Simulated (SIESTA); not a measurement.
The system is Bi2Te3 (Tellurobismuthite).

```
Bi Te
1.0
     2.19300    1.26613   10.16567
    -2.19300    1.26613   10.16567
     0.00000   -2.53226   10.16567
Bi Te
2 3
Direct
  0.60000 0.60000 0.60000
  0.40000 0.40000 0.40000
  0.79050 0.79050 0.79050
  0.20950 0.20950 0.20950
  0.00000 0.00000 0.00000
```

Base run:

| Item | Value |
| --- | --- |
| Program | SIESTA 5.4.2 |
| Functional | PBE |
| Potentials or basis | PseudoDojo 0.4 standard (PBE files) |
| Basis | DZ (energy shift 0.003 Ry; two zetas on semicore shells) |
| Grid cutoff | 500 Ry |
| Energy shift | 0.003 Ry |
| k mesh | 7 × 7 × 7 |
| Occupations | fermi-dirac, width 0.05 eV |
| Spin | no spin polarisation |

Its results: band gap on the k mesh 0.32 eV, direct; pressure 2.8 GPa; largest force 0.398 eV/Å.

The run is repeated on the same cell with these changes: basis from DZ (energy shift 0.003 Ry; two zetas on semicore shells) to TZP (energy shift 0.003 Ry; two zetas on semicore shells). What comes out?

Band gap on the k mesh 0.25 eV, direct; pressure 2.7 GPa; largest force 0.157 eV/Å.

Caveats: spin-orbit coupling is left out, which as a rule narrows the gap of such compounds by several tenths of an eV; the basis of atomic orbitals isn't converged, which shifts pressures, moduli and gaps; the basis has no polarisation orbitals (some runs).
